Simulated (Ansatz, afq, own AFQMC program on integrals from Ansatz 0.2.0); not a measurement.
# SiGeH₄OF (doublet): AFQMC on the coupled-cluster ladder, def2-TZVP

How near does AFQMC come to the top of the ladder for SiGeH₄OF (doublet)?

Program: Ansatz 0.2.0, Gaussian basis, and an in-house AFQMC program (afq) on its integrals; all values are calculated. Level of theory: def2-TZVP, frozen cores. These are calculated values, not measurements.

To be run: PBE (unrestricted); CCSD(T) on UHF; CCSD(T) on UHF; r2SCAN (unrestricted); PBE0 (unrestricted); B3LYP (unrestricted); wB97M-V (unrestricted); B2PLYP (unrestricted); CCSD(T) on UHF; Phaseless AFQMC, CISD trial on UHF.

### 1 The geometry

The geometry is a PBE0/def2-SVP stationary point (not a proven minimum). No spin-orbit coupling is included. The filled d shell of Ge may be among the frozen orbitals whatever the setting's name suggests; the logs give the count.

8 atoms, charge 0, spin multiplicity 2.

Atoms are counted from 1 here; the program's logs count them from 0.

Bond lengths: O1–Ge2 1.784 Å, O1–H5 0.964 Å, Ge2–F3 1.749 Å, Ge2–Si4 2.448 Å, Si4–H6 1.494 Å, Si4–H7 1.493 Å, Si4–H8 1.492 Å. Angles: Ge2–O1–H5 113.4°, O1–Ge2–F3 100.3°, O1–Ge2–Si4 110.9°, F3–Ge2–Si4 104.3°, Ge2–Si4–H6 107.1°, Ge2–Si4–H7 111.0°, Ge2–Si4–H8 107.8°, H6–Si4–H7 110.3°, H6–Si4–H8 109.8°, H7–Si4–H8 110.7°.

Geometry (Å):

```xyz
8

O     1.6833    1.4453   -0.0588
Ge    0.8112    0.2336    0.9174
F     1.9624   -1.0822    0.8814
Si   -1.1313   -0.6304   -0.2958
H     1.3406    2.3403    0.0476
H    -2.1083    0.4931   -0.4180
H    -0.7402   -1.1269   -1.6486
H    -1.7256   -1.7298    0.5190
```

### 2 PBE (unrestricted)

Contents of in.yaml:

```yaml
crystal:
  periodic: [false, false, false]
  atoms:
    - {symbol: O, position_ang: [1.683273, 1.445287, -0.058798]}
    - {symbol: Ge, position_ang: [0.811224, 0.233621, 0.917417]}
    - {symbol: F, position_ang: [1.962409, -1.082247, 0.881375]}
    - {symbol: Si, position_ang: [-1.131348, -0.630423, -0.295779]}
    - {symbol: H, position_ang: [1.340632, 2.340278, 0.047607]}
    - {symbol: H, position_ang: [-2.108313, 0.493060, -0.417983]}
    - {symbol: H, position_ang: [-0.740180, -1.126853, -1.648552]}
    - {symbol: H, position_ang: [-1.725596, -1.729824, 0.519012]}
basis:
  gaussian: {orbitals: def2-TZVP}
magnetization: {spin_polarized: true, initial_magnetization: 1}
hamiltonian: {xc: {name: PBE}}
output: {orbitals: {seedname: orbitals}}
```

Launch:

```sh
$ ansatz run in.yaml --threads 1 --pin off --events-out ev --progress --plain --max-ram 5120MiB --backend cpu
```

The program printed:

```text
Functional definition: PBE
  name "PBE"
  cite "Perdew, Burke & Ernzerhof, Phys. Rev. Lett. 77, 3865 (1996) doi:10.1103/PhysRevLett.77.3865"
  parent pbe
  parameter kappa = 0.804
  parameter beta = 0.06672455060314922
  exchange = pbe_x(kappa = kappa, mu = beta*pi^2/3)
  correlation = pbe_c(beta = beta)
1093 factors; their error is unknown
mean field evaluation 1: about -69201.3244 eV, gradient 5.5e1 eV
mean field evaluation 2: about -69107.0058 eV, gradient 1.5e2 eV
mean field evaluation 4: about -69209.1542 eV, gradient 2.2e1 eV
mean field evaluation 8: about -69210.7393 eV, gradient 1.9e-1 eV
mean field evaluation 16: about -69210.7203 eV, gradient 2.8e-4 eV
mean field -69210.72033148 eV, -2543.4470594706 hartree, gradient 2.5e-5 eV, S^2 0.752441; 0 other end points of the search recorded, 0 dependent functions left out
reference -69210.72037232 eV, -2543.4470609716 hartree; 34, 33 occupied and 137, 138 virtual orbitals, 1093 factors
Total energy: -69210.72037232 eV, -2543.4470609716 hartree
```

It took 5.5 s on 1 thread of AMD EPYC 7R13 (Zen 3), shared host; peak memory 0.73 GiB.

From the report: ⟨S²⟩ of the determinant 0.752 (pure doublet: 0.75).

### 3 CCSD(T) on UHF

Changes to in.yaml since step 2:

```diff
@@ -14,3 +14,2 @@
 magnetization: {spin_polarized: true, initial_magnetization: 1}
-hamiltonian: {xc: {name: PBE}}
-output: {orbitals: {seedname: orbitals}}
+correlation: {method: ccsd_t, electrons: outside_noble_gas, hamiltonian_folder: ham}
```

Launch:

```sh
$ ansatz run in.yaml --threads 1 --pin off --events-out ev --progress --plain --max-ram 15360MiB --backend cuda --devices 0, --max-vram 18GiB
```

The program printed, cut to the lines that bear on the results:

```text
Functional definition: HF
  name "HF"
  cite "Fock, Z. Phys. 61, 126 (1930) doi:10.1007/BF01340294"
  parent pbe
[...]
1155 factors; integrals over basis functions are off by at most 1.3e-3 eV
[...]
mean field -69145.72278973 eV, -2541.0584438682 hartree, gradient 2.4e-6 eV, S^2 0.766474; 0 other end points of the search recorded, 0 dependent functions left out
21 core orbitals not correlated: weight in the atoms' cores, before any rotation towards them, 0.944 or more for the frozen orbitals, at most 0.054 for the correlated occupied ones
reference -69145.72278973 eV, -2541.0584438682 hartree; 13, 12 occupied and 137, 138 virtual orbitals, 1155 factors
second order -19.12808345 eV of doubles, -0.00000000 eV of singles
cycle   1  -19.35403885 eV  change   -2.3e-1 eV  update   1.1e-1
[...]
cycle  13  -20.01604153 eV  change    7.2e-7 eV  update   5.6e-6
perturbative correction -0.67905417 eV, -0.0249547805 hartree
Total energy: -69166.41788543 eV, -2541.8189746076 hartree
```

It took 7.5 s on 1 × NVIDIA H100 80GB HBM3 with 1 thread of AMD EPYC 7R13 (Zen 3), shared host; peak host memory 0.82 GiB.

From the report: ⟨S²⟩ of the determinant 0.766 (pure doublet: 0.75); correlation -20.6951 eV; T1 0.017; largest double amplitude 0.03.

This run also writes the integrals to the folder ham.

### 4 CCSD(T) on UHF

Changes to in.yaml since step 3:

```diff
@@ -12,4 +12,4 @@
 basis:
-  gaussian: {orbitals: def2-TZVP}
+  gaussian: {orbitals: def2-TZVPP}
 magnetization: {spin_polarized: true, initial_magnetization: 1}
-correlation: {method: ccsd_t, electrons: outside_noble_gas, hamiltonian_folder: ham}
+correlation: {method: ccsd_t, electrons: outside_noble_gas}
```

Launched as before.

The program printed, cut to the lines that bear on the results:

```text
Functional definition: HF
  name "HF"
  cite "Fock, Z. Phys. 61, 126 (1930) doi:10.1007/BF01340294"
  parent pbe
[...]
1282 factors; integrals over basis functions are off by at most 1.1e-3 eV
[...]
mean field -69145.78410669 eV, -2541.0606972251 hartree, gradient 9.3e-6 eV, S^2 0.766573; 0 other end points of the search recorded, 0 dependent functions left out
21 core orbitals not correlated: weight in the atoms' cores, before any rotation towards them, 0.944 or more for the frozen orbitals, at most 0.054 for the correlated occupied ones
reference -69145.78410669 eV, -2541.0606972251 hartree; 13, 12 occupied and 174, 175 virtual orbitals, 1282 factors
second order -19.48968591 eV of doubles, -0.00000000 eV of singles
cycle   1  -19.67102291 eV  change   -1.8e-1 eV  update   1.1e-1
[...]
cycle  13  -20.32995996 eV  change    1.3e-6 eV  update   5.6e-6
perturbative correction -0.69799033 eV, -0.0256506714 hartree
Total energy: -69166.81205698 eV, -2541.8334601450 hartree
```

It took 4 s on 1 × NVIDIA H100 80GB HBM3 with 1 thread of AMD EPYC 7R13 (Zen 3), shared host; peak host memory 0.82 GiB.

From the report: ⟨S²⟩ of the determinant 0.767 (pure doublet: 0.75); correlation -21.0280 eV; T1 0.017; largest double amplitude 0.02.

### 5 r2SCAN (unrestricted)

Changes to in.yaml since step 4:

```diff
@@ -12,4 +12,4 @@
 basis:
-  gaussian: {orbitals: def2-TZVPP}
+  gaussian: {orbitals: def2-TZVP}
 magnetization: {spin_polarized: true, initial_magnetization: 1}
-correlation: {method: ccsd_t, electrons: outside_noble_gas}
+hamiltonian: {xc: {name: r2SCAN}}
```

Launch:

```sh
$ ansatz run in.yaml --threads 1 --pin off --events-out ev --progress --plain --max-ram 5120MiB --backend cpu
```

The program printed:

```text
Functional definition: r2SCAN
  name "r2SCAN"
  cite "Furness, Kaplan, Ning, Perdew & Sun, J. Phys. Chem. Lett. 11, 8208 (2020) doi:10.1021/acs.jpclett.0c02405"
  cite "Furness, Kaplan, Ning, Perdew & Sun, J. Phys. Chem. Lett. 11, 9248 (2020) doi:10.1021/acs.jpclett.0c03077"
  parent r2scan
  parameter k0 = 0.174
  parameter k1 = 0.065
  parameter a1 = 4.9479
  exchange = r2scan_x(k0 = k0, k1 = k1, a1 = a1)
  correlation = r2scan_c
1093 factors; their error is unknown
mean field evaluation 1: about -69217.1612 eV, gradient 5.0e1 eV
mean field evaluation 2: about -69151.6975 eV, gradient 1.3e2 eV
mean field evaluation 4: about -69224.3267 eV, gradient 1.6e1 eV
mean field evaluation 8: about -69225.1198 eV, gradient 1.2e-1 eV
mean field evaluation 16: about -69225.1026 eV, gradient 6.7e-4 eV
mean field -69225.10255540 eV, -2543.9755964513 hartree, gradient 6.0e-5 eV, S^2 0.756237; 0 other end points of the search recorded, 0 dependent functions left out
reference -69225.10256939 eV, -2543.9755969652 hartree; 34, 33 occupied and 137, 138 virtual orbitals, 1093 factors
Total energy: -69225.10256939 eV, -2543.9755969652 hartree
```

It took 12 s on 1 thread of AMD EPYC 7R13 (Zen 3), shared host; peak memory 0.73 GiB.

From the report: ⟨S²⟩ of the determinant 0.756 (pure doublet: 0.75).

### 6 PBE0 (unrestricted)

Changes to in.yaml since step 5:

```diff
@@ -14,2 +14,3 @@
 magnetization: {spin_polarized: true, initial_magnetization: 1}
-hamiltonian: {xc: {name: r2SCAN}}
+hamiltonian: {xc: {name: PBE0}}
+output: {orbitals: {seedname: orbitals}}
```

The command is unchanged.

The program printed:

```text
Functional definition: PBE0
  name "PBE0"
  cite "Adamo & Barone, J. Chem. Phys. 110, 6158 (1999) doi:10.1063/1.478522"
  cite "Perdew, Burke & Ernzerhof, Phys. Rev. Lett. 77, 3865 (1996) doi:10.1103/PhysRevLett.77.3865"
  parent pbe
  parameter a = 0.25
  parameter kappa = 0.804
  parameter beta = 0.06672455060314922
  exchange = (1 - a)*pbe_x(kappa = kappa, mu = beta*pi^2/3) + a*exact_x
  correlation = pbe_c(beta = beta)
1152 factors; their error is unknown
mean field evaluation 1: about -69205.7608 eV, gradient 4.6e1 eV
mean field evaluation 2: about -69176.3177 eV, gradient 9.7e1 eV
mean field evaluation 4: about -69212.3061 eV, gradient 8.6e0 eV
mean field evaluation 8: about -69212.5196 eV, gradient 1.3e-1 eV
mean field evaluation 16: about -69212.8376 eV, gradient 2.3e-4 eV
mean field -69212.83756053 eV, -2543.5248662030 hartree, gradient 5.9e-5 eV, S^2 0.754811; 0 other end points of the search recorded, 0 dependent functions left out
reference -69212.83759120 eV, -2543.5248673302 hartree; 34, 33 occupied and 137, 138 virtual orbitals, 1152 factors
Total energy: -69212.83759120 eV, -2543.5248673302 hartree
```

Run time: 8.5 s. Hardware: 1 thread of AMD EPYC 7R13 (Zen 3), shared host; peak memory 0.73 GiB.

From the report: ⟨S²⟩ of the determinant 0.755 (pure doublet: 0.75).

### 7 B3LYP (unrestricted)

Changes to in.yaml since step 6:

```diff
@@ -14,3 +14,2 @@
 magnetization: {spin_polarized: true, initial_magnetization: 1}
-hamiltonian: {xc: {name: PBE0}}
-output: {orbitals: {seedname: orbitals}}
+hamiltonian: {xc: {name: B3LYP}}
```

Same command.

The program printed, cut to the lines that bear on the results:

```text
Functional definition: B3LYP
  name "B3LYP"
  cite "Stephens, Devlin, Chabalowski & Frisch, J. Phys. Chem. 98, 11623 (1994) doi:10.1021/j100096a001"
  cite "Becke, Phys. Rev. A 38, 3098 (1988) doi:10.1103/PhysRevA.38.3098"
  cite "Lee, Yang & Parr, Phys. Rev. B 37, 785 (1988) doi:10.1103/PhysRevB.37.785"
  cite "Vosko, Wilk & Nusair, Can. J. Phys. 58, 1200 (1980) doi:10.1139/p80-159"
[...]
1133 factors; their error is unknown
[...]
mean field -69230.08727700 eV, -2544.1587815910 hartree, gradient 4.5e-5 eV, S^2 0.753591; 0 other end points of the search recorded, 0 dependent functions left out
reference -69230.08753604 eV, -2544.1587911109 hartree; 34, 33 occupied and 137, 138 virtual orbitals, 1133 factors
Total energy: -69230.08753604 eV, -2544.1587911109 hartree
```

Run time: 8.5 s. Hardware: 1 thread of AMD EPYC 7R13 (Zen 3), shared host; peak memory 0.73 GiB.

From the report: ⟨S²⟩ of the determinant 0.754 (pure doublet: 0.75).

### 8 wB97M-V (unrestricted)

Changes to in.yaml since step 7:

```diff
@@ -14,2 +14,3 @@
 magnetization: {spin_polarized: true, initial_magnetization: 1}
-hamiltonian: {xc: {name: B3LYP}}
+hamiltonian: {xc: {name: wB97M-V}}
+output: {orbitals: {seedname: orbitals}}
```

The command is unchanged.

The program printed, cut to the lines that bear on the results:

```text
Functional definition: wB97M-V
  name "wB97M-V"
  cite "Mardirossian & Head-Gordon, J. Chem. Phys. 144, 214110 (2016) doi:10.1063/1.4952647"
  cite "Becke, J. Chem. Phys. 107, 8554 (1997) doi:10.1063/1.475007"
  cite "Vydrov & Van Voorhis, J. Chem. Phys. 133, 244103 (2010) doi:10.1063/1.3521275"
  # Of w^i u^j: cxij and so on, Table III.
[...]
  gx(w, u) = 1 - cx + cx01*u + cx10*w
  gss(w, u) = css00 + css04*u^4 + css10*w + css20*w^2 + css43*w^4*u^3
  gos(w, u) = cos00 + cos10*w + (cos20 + cos21*u)*w^2 + (cos60 + cos61*u)*w^6
[...]
      + integral(e_c_pw_mod_opposite_spin*gos(b97_w_opposite, b97_u_opposite)) + vv10(b, c)
1121 factors; their error is unknown
250 factors; integrals over basis functions are off by at most 1.1e-5 eV
[...]
mean field -69222.87521859 eV, -2543.8937433332 hartree, gradient 3.9e-5 eV, S^2 0.754126; 0 other end points of the search recorded, 0 dependent functions left out
reference -69222.87526593 eV, -2543.8937450730 hartree; 34, 33 occupied and 137, 138 virtual orbitals, 1121 factors
Total energy: -69222.87526593 eV, -2543.8937450730 hartree
```

Run time: 27 s. Hardware: 1 thread of AMD EPYC 7R13 (Zen 3), shared host; peak memory 0.78 GiB.

From the report: ⟨S²⟩ of the determinant 0.754 (pure doublet: 0.75).

### 9 B2PLYP (unrestricted)

Changes to in.yaml since step 8:

```diff
@@ -14,3 +14,3 @@
 magnetization: {spin_polarized: true, initial_magnetization: 1}
-hamiltonian: {xc: {name: wB97M-V}}
-output: {orbitals: {seedname: orbitals}}
+hamiltonian: {xc: {name: B2PLYP}}
+correlation: {electrons: outside_noble_gas}
```

The command is unchanged.

The program printed, cut to the lines that bear on the results:

```text
Functional definition: B2PLYP
  name "B2PLYP"
  cite "Grimme, J. Chem. Phys. 124, 034108 (2006) doi:10.1063/1.2148954"
  cite "Becke, Phys. Rev. A 38, 3098 (1988) doi:10.1103/PhysRevA.38.3098"
  cite "Lee, Yang & Parr, Phys. Rev. B 37, 785 (1988) doi:10.1103/PhysRevB.37.785"
[...]
1155 factors; integrals over basis functions are off by at most 1.3e-3 eV
[...]
mean field -69204.46826241 eV, -2543.2173001700 hartree, gradient 6.8e-6 eV, S^2 0.758377; 0 other end points of the search recorded, 0 dependent functions left out
21 core orbitals not correlated: weight in the atoms' cores, before any rotation towards them, 0.927 or more for the frozen orbitals, at most 0.069 for the correlated occupied ones
reference -69204.46842624 eV, -2543.2173061909 hartree; 13, 12 occupied and 137, 138 virtual orbitals, 1155 factors
second order -23.31444099 eV of doubles, -0.00000000 eV of singles
Total energy: -69210.76332531 eV, -2543.4486394648 hartree
```

Run time: 12 s. Hardware: 1 thread of AMD EPYC 7R13 (Zen 3), shared host; peak memory 0.73 GiB.

From the report: ⟨S²⟩ of the determinant 0.758 (pure doublet: 0.75).

### 10 CCSD(T) on UHF

Changes to in.yaml since step 9:

```diff
@@ -12,5 +12,4 @@
 basis:
-  gaussian: {orbitals: def2-TZVP}
+  gaussian: {orbitals: "def2-QZVPP.json"}
 magnetization: {spin_polarized: true, initial_magnetization: 1}
-hamiltonian: {xc: {name: B2PLYP}}
-correlation: {electrons: outside_noble_gas}
+correlation: {method: ccsd_t, electrons: outside_noble_gas}
```

Launch:

```sh
$ ansatz run in.yaml --threads 1 --pin off --events-out ev --progress --plain --max-ram 15360MiB --backend cuda --devices 0, --max-vram 18GiB
```

The program printed, cut to the lines that bear on the results:

```text
Functional definition: HF
  name "HF"
  cite "Fock, Z. Phys. 61, 126 (1930) doi:10.1007/BF01340294"
  parent pbe
[...]
2451 factors; integrals over basis functions are off by at most 7.8e-4 eV
[...]
mean field -69147.42073202 eV, -2541.1208420965 hartree, gradient 2.8e-6 eV, S^2 0.767028; 0 other end points of the search recorded, 0 dependent functions left out
21 core orbitals not correlated: weight in the atoms' cores, before any rotation towards them, 0.942 or more for the frozen orbitals, at most 0.056 for the correlated occupied ones
reference -69147.42073202 eV, -2541.1208420965 hartree; 13, 12 occupied and 359, 360 virtual orbitals, 2451 factors
second order -21.14930823 eV of doubles, -0.00000000 eV of singles
cycle   1  -21.10646425 eV  change    4.3e-2 eV  update   1.1e-1
[...]
cycle  13  -21.78130378 eV  change    1.2e-6 eV  update   5.9e-6
perturbative correction -0.81456461 eV, -0.0299346972 hartree
Total energy: -69170.01660041 eV, -2541.9512249437 hartree
```

It took 64 s on 1 × NVIDIA H100 80GB HBM3 with 1 thread of AMD EPYC 7R13 (Zen 3), shared host; peak host memory 1.9 GiB.

From the report: ⟨S²⟩ of the determinant 0.767 (pure doublet: 0.75); correlation -22.5959 eV; T1 0.017; largest double amplitude 0.02.

### 11 Phaseless AFQMC, CISD trial on UHF

It reads the integrals that the CCSD(T) run on this determinant wrote.

Launch:

```sh
$ afq ham --method phaseless --trial cisd --walkers 300 --populations 10 --least-time 60 --time-step 0.005 --steps-per-block 50 --equilibration-blocks 28 --max-blocks 4000 --target-error 0.0003 --factor-cut 1e-05 --start spin_pure --seed 1019 --release-times 0.21,0.42,0.63,0.9 --release-step 0.03 --release-every 5 --taylor-order 6
```

The program printed:

```text
orbitals 150  electrons 13 12  factors 1104 of 1155
reference energy -2541.05844387 Eh
CCSD correlation -0.73557651 Eh in 14 cycles, weight of the determinant in the CISD state 0.7978
energy of the start -2541.791935 Eh
 block  time / (1/Eh)  mean weight  energy / Eh
     1     0.250  0.9990  -2541.776211
     2     0.500  1.0013  -2541.793359
     3     0.750  1.0024  -2541.799391
     4     1.000  1.0006  -2541.803642
     5     1.250  0.9974  -2541.810219
     6     1.500  0.9979  -2541.803421
     7     1.750  1.0016  -2541.808480
     8     2.000  1.0009  -2541.811358
     9     2.250  0.9992  -2541.821042
    10     2.500  1.0013  -2541.818621
    11     2.750  0.9982  -2541.819900
    16     4.000  0.9971  -2541.817424
    21     5.250  0.9994  -2541.818262
    26     6.500  1.0001  -2541.829177
    31     7.750  1.0004  -2541.820294
    36     9.000  0.9994  -2541.820096
    41    10.250  0.9986  -2541.819554
    46    11.500  0.9998  -2541.826731
    51    12.750  0.9996  -2541.821487
    56    14.000  0.9970  -2541.829314
    61    15.250  1.0025  -2541.814050
    66    16.500  1.0018  -2541.823243
    71    17.750  1.0022  -2541.816623
    76    19.000  0.9992  -2541.825152
    81    20.250  0.9996  -2541.815862
    86    21.500  0.9973  -2541.811364
    91    22.750  0.9986  -2541.823952
    96    24.000  1.0015  -2541.824848
   101    25.250  0.9999  -2541.817137
   106    26.500  0.9999  -2541.815992
   111    27.750  1.0003  -2541.820551
   116    29.000  0.9980  -2541.817980
   121    30.250  1.0006  -2541.831581
   126    31.500  1.0019  -2541.831867
   131    32.750  0.9984  -2541.822061
   136    34.000  0.9977  -2541.822139
   141    35.250  1.0005  -2541.822419
   146    36.500  0.9976  -2541.825542
   151    37.750  1.0009  -2541.826510
   156    39.000  0.9991  -2541.824455
   161    40.250  0.9987  -2541.826460
   166    41.500  0.9987  -2541.826475
   171    42.750  0.9986  -2541.820521
   176    44.000  0.9997  -2541.814685
   181    45.250  0.9993  -2541.823903
   186    46.500  1.0002  -2541.818245
   191    47.750  0.9994  -2541.811996
   196    49.000  0.9992  -2541.826575
   201    50.250  0.9974  -2541.821638
   206    51.500  1.0023  -2541.824575
   211    52.750  0.9998  -2541.819354
   216    54.000  1.0010  -2541.824408
   221    55.250  0.9991  -2541.812152
   226    56.500  1.0021  -2541.814647
   231    57.750  0.9998  -2541.824724
   236    59.000  0.9997  -2541.832083
error from the spread of 10 populations
released: time / (1/Eh)  energy / Eh  error  mean overlap
  0.21  -2541.821338  0.000993  0.9819
  0.42  -2541.821816  0.000972  0.9780
  0.63  -2541.822156  0.000854  0.9655
  0.90  -2541.822050  0.001104  0.9446
energy -2541.820883 +/- 0.000792 Eh
```

Run time: 5.7 min. Hardware: 1 × NVIDIA H100 80GB HBM3 with 2 threads of AMD EPYC 7R13 (Zen 3), shared host; peak host memory 3.9 GiB.

Energy -69166.4698 ± 0.0216 eV. Caveats: constraint bias not in the error; error above the target.

### 12 AFQMC on the ladder

On the UHF determinant, counted from CCSD(T) (a yardstick, not exact):

| level | energy (eV) | from CCSD(T) (meV) | statistical error (meV) | time |
| --- | --- | --- | --- | --- |
| HF | -69145.7228 | +20695.1 |  |  |
| MP2 | -69164.8509 | +1567.0 |  |  |
| CCSD | -69165.7388 | +679.1 |  |  |
| CCSD(T) | -69166.4179 | 0.0 |  |  |
| Phaseless AFQMC, CISD trial, step 0.005, 300 walkers | -69166.4698 | -51.9 | 21.6 | 5.7 min |

The functionals' totals stand on their own zeros and serve differences with other points: PBE -69210.720 eV; r2SCAN -69225.103 eV; PBE0 -69212.838 eV; B3LYP -69230.088 eV; wB97M-V -69222.875 eV; B2PLYP -69210.763 eV.

### 13 Results

| quantity | value |
| --- | --- |
| Phaseless AFQMC, CISD trial on UHF from CCSD(T) | -51.9 ± 21.6 meV |

**Reading.** On UHF the phaseless walk with the CISD trial lies -51.9 meV from CCSD(T), within three error bars. Error bars are statistical and leave out the constraint, the time step and what remains of the start.
